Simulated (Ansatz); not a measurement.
What does this script print? It uses Ansatz 0.2.0 through its Python package.

The script, `plan_mg2sc3tis8.py`:
```python
'''What the engine would do for Mg2Sc3TiS8, without solving.'''

import warnings

import ansatz as az

FUNCTIONAL = 'pbesol'
K_LENGTH = 27
MAX_SCF = 80
SIGMA = 0.01

warnings.simplefilter('ignore', az.DeckWarning)

structure = (
    az.Lattice.from_parameters(7.539428, 7.539428, 18.198863, alpha=90, beta=90, gamma=120)
    .space_group(166)
    .atom('Mg', (1 / 3, 2 / 3, 0.791317))
    .atom('Sc', (0.0, 0.5, 0.0))
    .atom('Ti', (1 / 3, 2 / 3, 1 / 6))
    .atom('S', (0.641381, 0.820691, 0.083867))
    .atom('S', (1 / 3, 2 / 3, 0.408493))
    .primitive()
)

setup = structure.calculation()
setup = setup.functional(FUNCTIONAL)
setup = setup.kpoints(length=K_LENGTH).scf(max_iterations=MAX_SCF)
setup = setup.occupations(az.OccupationsMethod.COLD, width=SIGMA).eigensolver('auto', full_accuracy=True)
session = setup.session()
print('features:', ', '.join(session.active_features))
print('SCF threshold (eV):', session.dr2_threshold)
planned = session.plan(dry_run=True)
told = planned.describe()
for name in ('ecut_ev', 'ecutrho_ev', 'n_bands', 'nominal_top_band', 'n_pw_range', 'fft_dense', 'fft_smooth', 'n_sym_ops', 'cell_volume_ang3'):
    print(f'{name:18s} {told[name]}')
for notice in planned.prep()['deck_notices']:
    print('resolved:', notice['kind'])
```

```console
$ python plan_mg2sc3tis8.py
features: AnyPaw, Paw, PbeFamilyXc, GeneratedGeometry, FractionalOccupations, ColdSmearing
SCF threshold (eV): 1e-07
ecut_ev            420.0
ecutrho_ev         1680.0
n_bands            71
nominal_top_band   57
n_pw_range         [5820, 5877]
fft_dense          [50, 50, 50]
fft_smooth         [50, 50, 50]
n_sym_ops          12
cell_volume_ang3   298.62793347057425
resolved: atoms_snapped_to_wyckoff
resolved: crystallographic_orbits
resolved: space_group_sites
resolved: cutoff_auto_derived
resolved: cutoff_auto_derived
resolved: n_bands_auto_derived
resolved: mixing_algorithm_auto_resolved
resolved: check_enabled
```

The structure comes from a database and needn't be a stable phase.
